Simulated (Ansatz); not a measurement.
# LaRuGe: the cost of one run

All numbers below are computed with Ansatz 0.2.0 (DFT PBEsol, scalar-relativistic, plane waves, PAW).

## 1. The starting structure

The cell holds 24 atoms (Ge8La8Ru7Sc): a = 8.575 Å, b = 8.575 Å, c = 9.247 Å, α = 117.62°, β = 117.62°, γ = 90.00°.

The coordinates of this cell stand in the input of its own run.

The host was relaxed before at PBEsol: a = 4.288 Å, b = 4.288 Å, c = 6.982 Å, α = 90.00°, β = 90.00°, γ = 90.00° (conventional cell), 21.392 Å³/atom.

Places, in fractions of the supercell: Sc in place of Ru at (0.000, 0.500, 0.000). The start keeps the symmetry of the ideal site.

## 2. The perfect crystal in the supercell of 24 atoms

input.yaml reads:

```yaml
crystal:
  lattice:
    - [0.0, -8.5754236906, 0.0]
    - [8.5754236906, 0.0, 0.0]
    - [-4.2877118453, 4.2877118453, 6.9815392289]
  atoms:
    - { symbol: Ge, position: [0.6576437288, 0.4076437288, 0.8152874576] }
    - { symbol: Ge, position: [0.1576437288, 0.4076437288, 0.8152874576] }
    - { symbol: Ge, position: [0.6576437288, 0.9076437288, 0.8152874576] }
    - { symbol: Ge, position: [0.1576437288, 0.9076437288, 0.8152874576] }
    - { symbol: Ge, position: [0.0923562712, 0.3423562712, 0.1847125424] }
    - { symbol: Ge, position: [0.5923562712, 0.3423562712, 0.1847125424] }
    - { symbol: Ge, position: [0.0923562712, 0.8423562712, 0.1847125424] }
    - { symbol: Ge, position: [0.5923562712, 0.8423562712, 0.1847125424] }
    - { symbol: La, position: [0.4058606633, 0.6558606633, 0.3117213265] }
    - { symbol: La, position: [0.9058606633, 0.6558606633, 0.3117213265] }
    - { symbol: La, position: [0.4058606633, 0.1558606633, 0.3117213265] }
    - { symbol: La, position: [0.9058606633, 0.1558606633, 0.3117213265] }
    - { symbol: La, position: [0.8441393367, 0.5941393367, 0.6882786735] }
    - { symbol: La, position: [0.3441393367, 0.5941393367, 0.6882786735] }
    - { symbol: La, position: [0.8441393367, 0.0941393367, 0.6882786735] }
    - { symbol: La, position: [0.3441393367, 0.0941393367, 0.6882786735] }
    - { symbol: Ru, position: [0.0, 0.5, 0.0] }
    - { symbol: Ru, position: [0.5, 0.5, 0.0] }
    - { symbol: Ru, position: [0.0, 0.0, 0.0] }
    - { symbol: Ru, position: [0.5, 0.0, 0.0] }
    - { symbol: Ru, position: [0.25, 0.25, 0.0] }
    - { symbol: Ru, position: [0.75, 0.25, 0.0] }
    - { symbol: Ru, position: [0.25, 0.75, 0.0] }
    - { symbol: Ru, position: [0.75, 0.75, 0.0] }
basis:
  ecutwfc: 420
  xc_grid: 2
kpoints:
  mp_grid: { grid: [3, 3, 3], shift: [0.0, 0.0, 0.0] }
hamiltonian:
  xc: pbesol
scf:
  occupations: { method: gaussian, width: 0.05 }
output:
  forces: true
  stress: true
  eigenvalues: true
```

The run is started by

```console
ansatz run input.yaml --threads 8 --pin off --max-ram 14336MiB --backend cpu --events-out ev --progress --plain --runs-dir out
```

**Question.** How long does this run take on 8 threads of Arm Neoverse V2, shared host, and how much memory does it need?

About 5.7 s, with a peak of 3.1 GiB.
